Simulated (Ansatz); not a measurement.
# CH4BGaO2: small, medium and large basis sets

One table from this session's results is given with a row withheld; the runs are named, their logs left out.

Computed with Ansatz 0.2.0, Gaussian basis. Level: one geometry, several basis sets.

Levels to be run: PBE0-D4/def2-SVP; ωB97M-V/def2-SVP; PBE0-D4/def2-QZVPP; ωB97M-V/def2-QZVPP; the functionals' def2-TZVPP values are taken from earlier runs.

### The geometry

All runs share one geometry, relaxed beforehand with PBE0-D4 in a triple-zeta def2 set.

SMILES `[OH][Ga]1[BH]O[CH2]1`, 9 atoms, charge 0, spin multiplicity 1.

Atoms are counted from 1 here; the program's logs count them from 0.

Bond lengths: O1–Ga2 1.783 Å, O1–H6 0.960 Å, Ga2–B3 2.109 Å, Ga2–C5 2.048 Å, B3–O4 1.344 Å, B3–H7 1.194 Å, O4–C5 1.464 Å, C5–H8 1.092 Å, C5–H9 1.092 Å. Angles: Ga2–O1–H6 114.5°, O1–Ga2–B3 155.6°, O1–Ga2–C5 135.3°, B3–Ga2–C5 69.1°, Ga2–B3–O4 88.8°, Ga2–B3–H7 149.7°, O4–B3–H7 121.5°, B3–O4–C5 114.1°, Ga2–C5–O4 88.1°, Ga2–C5–H8 120.2°, Ga2–C5–H9 120.2°, O4–C5–H8 108.2°, O4–C5–H9 108.2°, H8–C5–H9 108.6°.

Coordinates:

```
O    -0.1409    2.6684   -0.1800
Ga    0.2060    0.9205   -0.2226
B     1.2995   -0.8082   -0.7350
O     0.3833   -1.5461   -0.0848
C    -0.6983   -0.7625    0.5152
H    -0.9391    2.9050    0.2981
H     2.2378   -1.3122   -1.2736
H    -0.7042   -0.9569    1.5898
H    -1.6441   -1.1081    0.0928
```

The first run:

Contents of in.yaml:

```yaml
crystal:
  periodic: [false, false, false]
  atoms:
    - {symbol: O, position_ang: [-0.140911, 2.668432, -0.179986]}
    - {symbol: Ga, position_ang: [0.206017, 0.920508, -0.222590]}
    - {symbol: B, position_ang: [1.299484, -0.808199, -0.734995]}
    - {symbol: O, position_ang: [0.383296, -1.546062, -0.084760]}
    - {symbol: C, position_ang: [-0.698283, -0.762491, 0.515234]}
    - {symbol: H, position_ang: [-0.939131, 2.905011, 0.298084]}
    - {symbol: H, position_ang: [2.237834, -1.312245, -1.273561]}
    - {symbol: H, position_ang: [-0.704196, -0.956879, 1.589784]}
    - {symbol: H, position_ang: [-1.644111, -1.108076, 0.092791]}
basis:
  gaussian: {orbitals: def2-SVP}
hamiltonian: {xc: pbe0, dispersion: d4}
output: {orbitals: {seedname: orbitals}}
```

Among the steps run: PBE0-D4 in def2-SVP; ωB97M-V in def2-SVP; PBE0-D4 in def2-QZVPP; ωB97M-V in def2-QZVPP.

One table of the session follows, with a row left open; its other results are not shown here.

It belongs to the step «Density functionals: the series». 

```
functional       basis  HOMO (eV)  LUMO (eV)
   PBE0-D4    def2-SVP          ?          ?
   PBE0-D4  def2-TZVPP      -6.88      -1.80
   PBE0-D4  def2-QZVPP      -6.90      -1.85
   ωB97M-V    def2-SVP      -8.95       0.25
   ωB97M-V  def2-TZVPP      -9.02       0.05
   ωB97M-V  def2-QZVPP      -9.06      -0.08
```

**Question.** Estimate the row for PBE0-D4, def2-SVP.

As computed: HOMO (eV): -6.82; LUMO (eV): -1.68. In the column «HOMO (eV)» it is the highest.
